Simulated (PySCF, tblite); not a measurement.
# C₅H₄F₂O₂: dynamics, then NMR shifts on frames, part 2 of 2

tblite 0.8.0 and PySCF 2.14.0. Atoms count from 0. The steps go on from the part before.

**5. NMR shieldings: 625 fs, PBE0/pcSseg-1**

The job: settings as JSON, then the geometry in Å.

```
{"job": {"kind": "nmr", "xc": "PBE0", "basis": "pcSseg-1", "pop": false}, "charge": 0, "multiplicity": 1}
F      2.129000    -1.156900     1.148000
C      1.400600     0.020600     0.935100
F      2.055100     1.050000     1.460800
O      0.160600    -0.199700     1.545500
C     -0.908100    -0.507100     0.711600
C     -2.246500    -0.317500     0.780000
C     -2.770100    -0.954100    -0.421400
C     -1.629900    -1.583600    -0.983600
O     -0.542700    -1.286200    -0.310000
H      1.311500     0.129900    -0.176100
H     -2.788400     0.365500     1.327900
H     -3.782600    -1.201400    -0.739700
H     -1.437000    -2.101200    -1.933200
```

Level: GIAO PBE0/pcSseg-1 NMR shielding, non-relativistic, gas phase.

Log:

```text
coarse grid: 12256 points
cycle   1  E = -542.1476334738  dE =  1.793e+00  |g| = 9.454e-01  |ddm| = 3.358e+00
cycle   2  E = -541.9875163390  dE =  1.601e-01  |g| = 1.382e+00  |ddm| = 1.212e+00
cycle   3  E = -542.3065435222  dE = -3.190e-01  |g| = 8.988e-02  |ddm| = 7.435e-01
cycle   4  E = -542.3071858637  dE = -6.423e-04  |g| = 6.951e-02  |ddm| = 1.128e-01
cycle   5  E = -542.3080727957  dE = -8.869e-04  |g| = 1.299e-02  |ddm| = 5.138e-02
cycle   6  E = -542.3081017833  dE = -2.899e-05  |g| = 6.175e-03  |ddm| = 1.443e-02
cycle   7  E = -542.3081101346  dE = -8.351e-06  |g| = 1.540e-03  |ddm| = 5.544e-03
final grid: 123152 points
cycle   8  E = -542.3958314207  dE = -3.190e-05  |g| = 1.318e-02  |ddm| = 2.566e-02
cycle   9  E = -542.3957799247  dE =  5.150e-05  |g| = 2.112e-02  |ddm| = 1.975e-02
cycle  10  E = -542.3958612478  dE = -8.132e-05  |g| = 2.343e-03  |ddm| = 1.365e-02
cycle  11  E = -542.3958625521  dE = -1.304e-06  |g| = 3.627e-04  |ddm| = 2.068e-03
cycle  12  E = -542.3958625744  dE = -2.229e-08  |g| = 1.344e-04  |ddm| = 3.449e-04
cycle  13  E = -542.3958625779  dE = -3.532e-09  |g| = 4.178e-05  |ddm| = 1.284e-04
cycle  14  E = -542.3958625782  dE = -2.539e-10  |g| = 1.600e-05  |ddm| = 3.349e-05
converged SCF energy = -542.3958625782

GIAO shielding tensors (ppm)
atom      isotropic    diamagn.    paramagn.     s11        s22        s33       span
  0 F      233.983     472.349    -238.366    115.455    236.385    350.111    234.656
  1 C       55.320     246.326    -191.007     38.011     60.152     67.796     29.785
  2 F      271.313     469.548    -198.235    183.635    305.796    324.507    140.872
  3 O      150.363     396.929    -246.566    104.476    144.246    202.367     97.891
  4 C       26.431     253.687    -227.256    -33.289     46.856     65.726     99.015
  5 C       93.792     254.158    -160.366     41.455     66.922    172.998    131.543
  6 C       58.593     259.471    -200.878    -37.955     63.209    150.526    188.481
  7 C       38.721     252.190    -213.469    -51.784     53.848    114.100    165.884
  8 O       43.104     400.526    -357.422    -81.950    -19.431    230.693    312.643
  9 H       24.309      30.153      -5.844     21.168     25.570     26.190      5.021
 10 H       26.421      32.395      -5.974     23.343     27.206     28.714      5.372
 11 H       24.218      29.262      -5.044     22.574     24.245     25.836      3.263
 12 H       23.941      28.826      -4.885     20.603     25.180     26.038      5.434
```

Wall time 30 s (1 thread of Intel Xeon Platinum 8175M at 2.50GHz, shared host); peak memory 0.81 GiB.

This run: δ C4 160.5, C7 148.2, C1 131.6, C6 128.3, H12 7.78, H11 7.50 ppm.

**6. Nuclear shieldings: 800 fs, PBE0/pcSseg-1**

The job: settings as JSON, then the geometry in Å.

```
{"job": {"kind": "nmr", "xc": "PBE0", "basis": "pcSseg-1", "pop": false}, "charge": 0, "multiplicity": 1}
F      1.910100    -1.247800     1.569700
C      1.448000    -0.168700     0.897000
F      2.081000     0.900900     1.359300
O      0.108000    -0.059600     1.170000
C     -0.994000    -0.444200     0.496100
C     -2.297000     0.049800     0.598300
C     -2.942000    -0.389100    -0.563900
C     -2.047400    -1.219400    -1.245100
O     -0.828600    -1.249600    -0.593400
H      1.639400    -0.397500    -0.190700
H     -2.671800     0.722300     1.331400
H     -3.881400    -0.232900    -0.973000
H     -2.165600    -1.732900    -2.242800
```

With the program's defaults for keys left out, this is: GIAO PBE0/pcSseg-1 NMR shielding, non-relativistic, gas phase.

Log:

```text
coarse grid: 12256 points
cycle   1  E = -542.1479410262  dE =  1.813e+00  |g| = 9.442e-01  |ddm| = 3.365e+00
cycle   2  E = -542.0068596979  dE =  1.411e-01  |g| = 1.325e+00  |ddm| = 1.197e+00
cycle   3  E = -542.3062008802  dE = -2.993e-01  |g| = 1.052e-01  |ddm| = 7.483e-01
cycle   4  E = -542.3073796919  dE = -1.179e-03  |g| = 7.602e-02  |ddm| = 1.375e-01
cycle   5  E = -542.3085751874  dE = -1.195e-03  |g| = 1.157e-02  |ddm| = 5.881e-02
cycle   6  E = -542.3085987965  dE = -2.361e-05  |g| = 5.013e-03  |ddm| = 1.153e-02
cycle   7  E = -542.3086036529  dE = -4.856e-06  |g| = 1.466e-03  |ddm| = 3.840e-03
final grid: 123152 points
cycle   8  E = -542.3953264598  dE = -2.591e-05  |g| = 1.420e-02  |ddm| = 2.639e-02
cycle   9  E = -542.3952632875  dE =  6.317e-05  |g| = 2.334e-02  |ddm| = 2.020e-02
cycle  10  E = -542.3953605085  dE = -9.722e-05  |g| = 2.538e-03  |ddm| = 1.431e-02
cycle  11  E = -542.3953619727  dE = -1.464e-06  |g| = 3.211e-04  |ddm| = 2.100e-03
cycle  12  E = -542.3953619894  dE = -1.673e-08  |g| = 1.315e-04  |ddm| = 3.100e-04
cycle  13  E = -542.3953619930  dE = -3.579e-09  |g| = 5.021e-05  |ddm| = 1.361e-04
cycle  14  E = -542.3953619935  dE = -5.193e-10  |g| = 1.493e-05  |ddm| = 4.550e-05
converged SCF energy = -542.3953619935

GIAO shielding tensors (ppm)
atom      isotropic    diamagn.    paramagn.     s11        s22        s33       span
  0 F      250.978     470.561    -219.583    153.315    259.283    340.336    187.021
  1 C       65.905     242.940    -177.034     48.253     68.052     81.412     33.159
  2 F      272.620     470.004    -197.384    187.452    291.954    338.456    151.005
  3 O      159.284     399.224    -239.941    118.298    150.931    208.622     90.324
  4 C       19.968     251.164    -231.196    -43.207     39.604     63.507    106.714
  5 C       93.025     253.567    -160.542     37.327     76.246    165.501    128.174
  6 C       61.700     257.239    -195.539    -40.705     62.876    162.929    203.634
  7 C       36.465     250.969    -214.504    -44.469     54.515     99.347    143.816
  8 O       38.510     399.694    -361.183    -94.664    -27.890    238.086    332.751
  9 H       24.150      29.001      -4.851     20.828     23.926     27.696      6.868
 10 H       25.819      31.900      -6.082     22.609     26.366     28.481      5.873
 11 H       25.170      31.188      -6.018     23.921     24.749     26.840      2.919
 12 H       23.224      27.420      -4.196     20.357     23.980     25.335      4.978
```

Wall time 28 s (1 thread of Intel Xeon Platinum 8175M at 2.50GHz, shared host); peak memory 0.81 GiB.

This run: δ C4 167.0, C7 150.5, C6 125.2, C1 121.0, H12 8.49, H9 7.57 ppm.

**7. Nuclear shieldings: 1000 fs, PBE0/pcSseg-1**

The job: settings as JSON, then the geometry in Å.

```
{"job": {"kind": "nmr", "xc": "PBE0", "basis": "pcSseg-1", "pop": false}, "charge": 0, "multiplicity": 1}
F      1.868900    -1.519800     1.255900
C      1.288000    -0.278100     1.043900
F      1.980100     0.556000     1.838100
O      0.037700    -0.296900     1.487100
C     -1.008200    -0.441900     0.625800
C     -2.353100    -0.096300     0.835600
C     -3.033200    -0.757300    -0.226500
C     -2.098800    -1.305000    -1.079600
O     -0.860100    -1.082100    -0.525300
H      1.510900     0.099400     0.051700
H     -2.732100     0.508900     1.650500
H     -4.084300    -0.708800    -0.436700
H     -2.116800    -1.886900    -2.046400
```

Level: GIAO PBE0/pcSseg-1 NMR shielding, non-relativistic, gas phase.

Log:

```text
coarse grid: 12256 points
cycle   1  E = -542.1561165425  dE =  1.842e+00  |g| = 9.475e-01  |ddm| = 3.364e+00
cycle   2  E = -541.9966140578  dE =  1.595e-01  |g| = 1.373e+00  |ddm| = 1.236e+00
cycle   3  E = -542.3137515681  dE = -3.171e-01  |g| = 1.177e-01  |ddm| = 7.824e-01
cycle   4  E = -542.3154309070  dE = -1.679e-03  |g| = 7.699e-02  |ddm| = 1.437e-01
cycle   5  E = -542.3166261989  dE = -1.195e-03  |g| = 1.183e-02  |ddm| = 5.780e-02
cycle   6  E = -542.3166498977  dE = -2.370e-05  |g| = 5.421e-03  |ddm| = 1.204e-02
cycle   7  E = -542.3166554938  dE = -5.596e-06  |g| = 1.593e-03  |ddm| = 4.387e-03
final grid: 123152 points
cycle   8  E = -542.4032028466  dE = -3.001e-05  |g| = 1.336e-02  |ddm| = 2.742e-02
cycle   9  E = -542.4031498749  dE =  5.297e-05  |g| = 2.155e-02  |ddm| = 1.947e-02
cycle  10  E = -542.4032334827  dE = -8.361e-05  |g| = 2.377e-03  |ddm| = 1.353e-02
cycle  11  E = -542.4032347637  dE = -1.281e-06  |g| = 3.515e-04  |ddm| = 2.033e-03
cycle  12  E = -542.4032347844  dE = -2.076e-08  |g| = 1.162e-04  |ddm| = 3.103e-04
cycle  13  E = -542.4032347872  dE = -2.776e-09  |g| = 2.415e-05  |ddm| = 1.048e-04
cycle  14  E = -542.4032347873  dE = -9.402e-11  |g| = 1.361e-05  |ddm| = 2.646e-05
converged SCF energy = -542.4032347873

GIAO shielding tensors (ppm)
atom      isotropic    diamagn.    paramagn.     s11        s22        s33       span
  0 F      241.325     471.479    -230.154    132.984    232.931    358.061    225.078
  1 C       64.873     242.244    -177.371     47.008     67.846     79.767     32.759
  2 F      265.683     469.984    -204.301    156.339    299.743    340.966    184.627
  3 O      168.898     396.029    -227.131    129.334    150.637    226.723     97.390
  4 C       22.289     250.323    -228.034    -51.533     48.132     70.269    121.802
  5 C       86.425     254.138    -167.713     25.816     75.287    158.171    132.355
  6 C       63.157     257.850    -194.692    -22.545     52.122    159.895    182.440
  7 C       44.096     250.687    -206.591    -28.448     53.930    106.807    135.255
  8 O       41.127     399.968    -358.841    -94.622    -12.410    230.413    325.035
  9 H       24.817      30.215      -5.398     21.294     25.456     27.703      6.409
 10 H       25.164      31.054      -5.890     22.153     25.430     27.909      5.756
 11 H       24.911      29.271      -4.360     23.115     25.205     26.414      3.299
 12 H       23.218      27.346      -4.128     20.032     23.760     25.860      5.828
```

Wall time 27 s (1 thread of Intel Xeon Platinum 8175M at 2.50GHz, shared host); peak memory 0.81 GiB.

Key values: δ C4 164.6, C7 142.8, C6 123.8, C1 122.1, H12 8.50, H9 6.90 ppm.

**8. Side by side: NMR shifts**

Shifts (ppm) of some atoms, chosen among heavy atoms and hydrogens apart, with basis size and wall time:

| frame | C7 | H10 | H12 | F0 | F2 | O8 | O3 | functions | time |
| --- | --- | --- | --- | --- | --- | --- | --- | --- | --- |
| 250 fs | 137.6 | 6.74 | 6.20 | -77.6 | -78.7 | 261.8 | 160.1 | 173 | 40 s |
| 425 fs | 135.7 | 6.17 | 7.50 | -70.2 | -83.7 | 270.9 | 178.3 | 173 | 38 s |
| 625 fs | 148.2 | 5.30 | 7.78 | -63.0 | -100.4 | 293.0 | 185.7 | 173 | 30 s |
| 800 fs | 150.5 | 5.90 | 8.49 | -80.0 | -101.7 | 297.6 | 176.8 | 173 | 28 s |
| 1000 fs | 142.8 | 6.55 | 8.50 | -70.4 | -94.7 | 295.0 | 167.2 | 173 | 27 s |

**9. What came out**

This closing draws on all 2 parts.

```
                                        quantity                                  value
                                      thermostat                                  300 K
                   mean temperature, second half                                  301 K
         mean potential energy above the minimum                                0.46 eV
  13C shifts against TMS (PBE0/pcSseg-1, 250 fs)  163.0, 137.6, 127.1, 123.0, 100.2 ppm
   1H shifts against TMS (PBE0/pcSseg-1, 250 fs)             7.30, 7.06, 6.74, 6.20 ppm
19F shifts against CFCl3 (PBE0/pcSseg-1, 250 fs)                       -77.6, -78.7 ppm
  17O shifts against H2O (PBE0/pcSseg-1, 250 fs)                       261.8, 160.1 ppm
                        range of the shift of O8                     261.8 to 297.6 ppm
```

What this shows: In the second half the potential energy averages 0.46 eV above the minimum; equipartition over 33 harmonic modes at 300 K would give 0.43 eV. With 13 atoms the temperature swings widely (111 to 469 K). Shifts at one fixed geometry are not the observed spectrum, which averages over the motion. In the first frame run (250 fs): The largest span, 294 ppm, is at O8, where the paramagnetic term is -325 ppm. NICS(1)zz of -22 ppm above the planar ring from C4 marks a diatropic (aromatic) ring current. Across the 5 runs the shift of O8 moves most, between 261.8 (250 fs) and 297.6 ppm (800 fs).
